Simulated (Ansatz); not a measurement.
# BH₃OTe: one species, many methods

The task here is to estimate one member of a computed series from the others.

Computed with Ansatz 0.2.0, Gaussian basis. Level: functionals in def2-TZVPP, the program's frozen cores in correlated methods.

Levels to be run: LDA (SPW92), PBE-D4, revPBE-D4, BLYP-D4, r2SCAN-D4, B97M-V, PBE0-D4, B3LYP-D4, r2SCANh-D4, r2SCAN0-D4, HSE06-D4, BHLYP-D4, CAM-B3LYP-D4, LC-ωPBE, ωB97X-V, ωB97M-V, B2PLYP, PBE-QIDH; CCSD(T)/def2-SVP; CCSD(T)/def2-TZVPP; MP2/def2-QZVPP; extrapolation to the limit; RPA on PBE.

### The relaxed structure

The geometry comes from an earlier relaxation with PBE0-D4 in a triple-zeta def2 set; it is a stationary point. Te takes the def2 core potential; no spin-orbit term is included.

6 atoms, charge 0, spin multiplicity 1.

Atoms are counted from 1 here; the program's logs count them from 0.

Bond lengths: O1–B2 1.347 Å, O1–H4 0.960 Å, B2–Te3 2.170 Å, B2–H5 1.193 Å, Te3–H6 1.653 Å. Angles: B2–O1–H4 116.4°, O1–B2–Te3 123.3°, O1–B2–H5 118.1°, Te3–B2–H5 118.6°, B2–Te3–H6 92.1°.

The first run:

in.yaml reads:

```yaml
crystal:
  periodic: [false, false, false]
  atoms:
    - {symbol: O, position_ang: [-0.993929, -0.411894, -1.206112]}
    - {symbol: B, position_ang: [0.082717, -0.252302, -0.411880]}
    - {symbol: Te, position_ang: [0.019898, 0.805167, 1.481525]}
    - {symbol: H, position_ang: [-1.816030, -0.027736, -0.892178]}
    - {symbol: H, position_ang: [1.120586, -0.717174, -0.771191]}
    - {symbol: H, position_ang: [1.628857, 0.539941, 1.753537]}
basis:
  gaussian: {orbitals: def2-TZVPP}
hamiltonian: {xc: lda}
output: {orbitals: {seedname: orbitals}}
```

Command:

```sh
> ansatz run in.yaml --threads 2 --pin off --events-out ev --progress --plain --max-ram 4352MiB
```

Among the steps run: LDA; PBE-D4 (GGA); revPBE-D4 (GGA); BLYP-D4 (GGA); r2SCAN-D4 (meta-GGA); B97M-V (meta-GGA); PBE0-D4 (hybrid); B3LYP-D4 (hybrid); r2SCANh-D4 (hybrid); r2SCAN0-D4 (hybrid); HSE06-D4 (hybrid); BHLYP-D4 (hybrid); CAM-B3LYP-D4 (range-separated); LC-ωPBE (range-separated); ωB97X-V (range-separated); ωB97M-V (range-separated); B2PLYP (double hybrid); PBE-QIDH (double hybrid).

One table of the session follows, with a row left open; its other results are not shown here.

It belongs to the step «Orbital energies across the functionals». 

```
  functional  HOMO (eV)  gap (eV)
 LDA (SPW92)      -5.91      4.22
      PBE-D4      -5.74      4.21
   revPBE-D4      -5.69      4.23
     BLYP-D4      -5.57      4.09
   r2SCAN-D4      -5.99      4.76
      B97M-V      -5.94      4.55
     PBE0-D4      -6.75      6.04
    B3LYP-D4      -6.53      5.55
  r2SCANh-D4      -6.36      5.41
  r2SCAN0-D4      -6.92      6.39
    HSE06-D4      -6.36      5.28
    BHLYP-D4      -7.60      7.66
CAM-B3LYP-D4      -7.94      8.17
     LC-ωPBE          ?         ?
     ωB97X-V      -8.91     10.18
     ωB97M-V      -8.80      9.82
```

Q: Estimate the row for LC-ωPBE from the others.

**Answer.** HOMO (eV): -9.22; gap (eV): 10.65. In the column «HOMO (eV)» it is the lowest.
